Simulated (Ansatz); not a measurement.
# CuB2: the cost of one run

Program: Ansatz 0.2.0. Level of theory: DFT r2SCAN, scalar-relativistic, plane waves, PAW. These are calculated values, not measurements.

## (1) The system as given

The structure is orthorhombic, space group Imma (No. 74). The conventional cell has a = 3.483 Å, b = 5.571 Å, c = 5.904 Å, α = 90.00°, β = 90.00°, γ = 90.00°. Cu (site symmetry mm2) is surrounded by 12 B at 2.40 to 2.52 Å. B (site symmetry m) is surrounded by 4 B at 2.00 to 2.21 Å and 6 Cu at 2.40 to 2.52 Å.

As a file:

```cif
data_structure
_symmetry_space_group_name_H-M 'P 1'
_symmetry_Int_Tables_number 1
_cell_length_a 4.4168
_cell_length_b 4.4168
_cell_length_c 4.4168
_cell_angle_alpha 133.557
_cell_angle_beta 101.797
_cell_angle_gamma 96.112
_cell_volume 57.29
loop_
_atom_site_label
_atom_site_type_symbol
_atom_site_fract_x
_atom_site_fract_y
_atom_site_fract_z
_atom_site_occupancy
Cu1 Cu 0.79600 0.54600 0.25000 1
Cu2 Cu 0.20400 0.45400 0.75000 1
B1 B 0.21400 0.16200 0.05200 1
B2 B 0.61000 0.16200 0.44800 1
B3 B 0.78600 0.83800 0.94800 1
B4 B 0.39000 0.83800 0.55200 1
```

(A quick probe on a coarse mesh, which set the mesh and smearing, is not shown.)

## (3) Rough relaxation on the coarse mesh

input.yaml

```yaml
crystal:
  lattice:
    - [-1.741504553, 2.7856796367, 2.9522302114]
    - [1.741504553, -2.7856796367, 2.9522302114]
    - [1.741504553, 2.7856796367, -2.9522302114]
  atoms:
    - { symbol: Cu, position: [0.796, 0.546, 0.25] }
    - { symbol: Cu, position: [0.204, 0.454, 0.75] }
    - { symbol: B, position: [0.214, 0.162, 0.052] }
    - { symbol: B, position: [0.61, 0.162, 0.448] }
    - { symbol: B, position: [0.786, 0.838, 0.948] }
    - { symbol: B, position: [0.39, 0.838, 0.552] }
basis:
  ecutwfc: 500
kpoints:
  mp_grid: { grid: [6, 6, 6] }
hamiltonian:
  xc: r2scan
scf:
  occupations: { method: gaussian, width: 0.1 }
  lower_state_search: "off"
output:
  forces: true
  stress: true
  eigenvalues: true
relax:
  adjacent_minimum: "off"
  f_tol: 0.04
  max_steps: 70
  cell: { stress_tol: 0.4 }
```

What time and memory should one allow on 1 thread of an Arm CPU, shared host?

About 3.7 min, with a peak of 0.6 GiB.
